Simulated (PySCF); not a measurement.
# C4H6CuO4 ([Cu(OAc)2]-): the cost of one run

The runs use PySCF 2.14.0, with density-fitted response routines of our own; the level of theory stands in each step. All values are computed, except where a source is named. Atoms count from 0, in the outputs and in this text.

**1. The molecule as given**

15 atoms, charge -1, multiplicity 1; geometry from: GFN2-xTB. The atoms were then displaced at random by about 0.03 Å, so the start is not that level's minimum.

Bonds of the start (Å): Cu0–O1 1.81, Cu0–O8 1.77, O1–C2 1.27, C2–C3 1.56, C2–O4 1.22, C3–H5 1.08, C3–H6 1.05, C3–H7 1.13, O8–C9 1.31, C9–C10 1.54, C9–O11 1.21, C10–H12 1.09, C10–H13 1.07, C10–H14 1.07.

**2. Geometry optimisation at PBE0-D3(BJ)/def2-SVP**

The job: settings as JSON, then the geometry in Å.

```
{"job": {"xc": "PBE0", "basis": "def2-SVP", "d3": "d3bj", "grid": 1, "maxiter": 40, "shake": 0.03, "kind": "geom"}, "charge": -1, "multiplicity": 1}
Cu     0.060790    -0.083890     0.015910
O      0.009240     0.080510     1.814270
C      0.182310     1.206600     2.370160
C      0.329830     1.124290     3.920810
O      0.436900     2.269370     1.819430
H      0.414360     2.108060     4.360410
H      1.018560     0.401750     4.251110
H     -0.694060     0.768570     4.242590
O     -0.028990    -0.090680    -1.754380
C     -0.255240    -1.227340    -2.367180
C     -0.253420    -1.120000    -3.904990
O     -0.445120    -2.295580    -1.841630
H     -0.509950    -2.051350    -4.406840
H      0.697300    -0.738970    -4.228970
H     -0.995300    -0.427450    -4.246680
```

Run with:

```
$ OMP_NUM_THREADS=1 python probes_run.py task.json out
```

The driver reads the jobs from task.json and runs them one after another.

**Question.** How long does this first job take on 1 thread of AMD EPYC, shared host, and how much memory does it need?

About 6 min, with a peak of 0.74 GiB.
